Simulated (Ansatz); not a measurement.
**BF₂HS: ionisation energy by level of theory**

How much energy removes an electron from BF₂HS at fixed geometry? The cation is run at each level and the neutral's energy taken from earlier runs.

Program: Ansatz 0.2.0, Gaussian basis. Level of theory: unrestricted cation, the program's frozen cores in correlated methods. These are calculated values, not measurements.

The runs, in order: UKS PBE-D4/def2-TZVPP; UKS r2SCAN-D4/def2-TZVPP; UKS PBE0-D4/def2-TZVPP; UKS B3LYP-D4/def2-TZVPP; UKS wB97X-V/def2-TZVPP; UKS wB97M-V/def2-TZVPP; UKS B2PLYP/def2-TZVPP; UHF-CCSD(T)/def2-TZVPP; UHF-CCSD(T)/def2-QZVPP; extrapolation to the limit; then −ε(HOMO) from the neutral's earlier runs with LDA (SPW92), PBE-D4, revPBE-D4, BLYP-D4, r2SCAN-D4, B97M-V, PBE0-D4, B3LYP-D4, r2SCANh-D4, r2SCAN0-D4, HSE06-D4, BHLYP-D4, CAM-B3LYP-D4, LC-ωPBE, ωB97X-V, ωB97M-V.

**1. The relaxed structure**

The geometry comes from an earlier relaxation with PBE0-D4 in a triple-zeta def2 set; it is a stationary point.

SMILES `FB(F)S`, 5 atoms, charge 0, spin multiplicity 1.

Atoms are counted from 1 here; the program's logs count them from 0.

Bond lengths: F1–B2 1.318 Å, B2–F3 1.319 Å, B2–S4 1.800 Å, S4–H5 1.342 Å. Angles: F1–B2–F3 118.2°, F1–B2–S4 119.2°, F3–B2–S4 122.6°, B2–S4–H5 94.6°.

**2. Cation, UKS PBE-D4/def2-TZVPP**

in.yaml

```yaml
crystal:
  periodic: [false, false, false]
  atoms:
    - {symbol: F, position_ang: [0.433765, -1.758072, 0.089134]}
    - {symbol: B, position_ang: [0.064015, -0.499780, 0.217682]}
    - {symbol: F, position_ang: [-0.413103, -0.105149, 1.382352]}
    - {symbol: S, position_ang: [0.226449, 0.610386, -1.190272]}
    - {symbol: H, position_ang: [-0.261326, 1.678915, -0.540296]}
basis:
  gaussian: {orbitals: def2-TZVPP}
total_charge: 1
magnetization: {spin_polarized: true, initial_magnetization: 1}
hamiltonian: {xc: pbe, dispersion: d4}
```

On the command line:

```sh
> ansatz run in.yaml --threads 2 --pin off --events-out ev --progress --plain --max-ram 22528MiB --backend cpu
```

After this run come: Cation, UKS r2SCAN-D4/def2-TZVPP; Cation, UKS PBE0-D4/def2-TZVPP; Cation, UKS B3LYP-D4/def2-TZVPP; Cation, UKS wB97X-V/def2-TZVPP; Cation, UKS wB97M-V/def2-TZVPP; Cation, UKS B2PLYP (frozen core)/def2-TZVPP; Cation, UHF-CCSD(T)/def2-TZVPP; Cation, UHF-CCSD(T)/def2-QZVPP.

Q: Predict the results of all the runs planned. Wanted: ionisation energy, CCSD(T)/CBS; nearest functional by difference; nearest −ε(HOMO); −ε(HOMO) of PBE; T1 of the cation.

**Answer**, as computed:

| quantity | value |
| --- | --- |
| ionisation energy, CCSD(T)/CBS | 11.21 eV |
| nearest functional by difference | B3LYP-D4 (-0.13 eV) |
| nearest −ε(HOMO) | LC-ωPBE (-0.01 eV) |
| −ε(HOMO) of PBE | 7.16 eV |
| T1 of the cation | 0.016 |

Energy differences with functionals land within 0.27 eV of the reference. The PBE orbital energy is 4.1 eV too small: a semilocal HOMO is no ionisation energy. Among orbital estimates LC-ωPBE comes nearest. Hartree-Fock falls 1.20 eV short, as the neutral has more correlation energy than the cation.
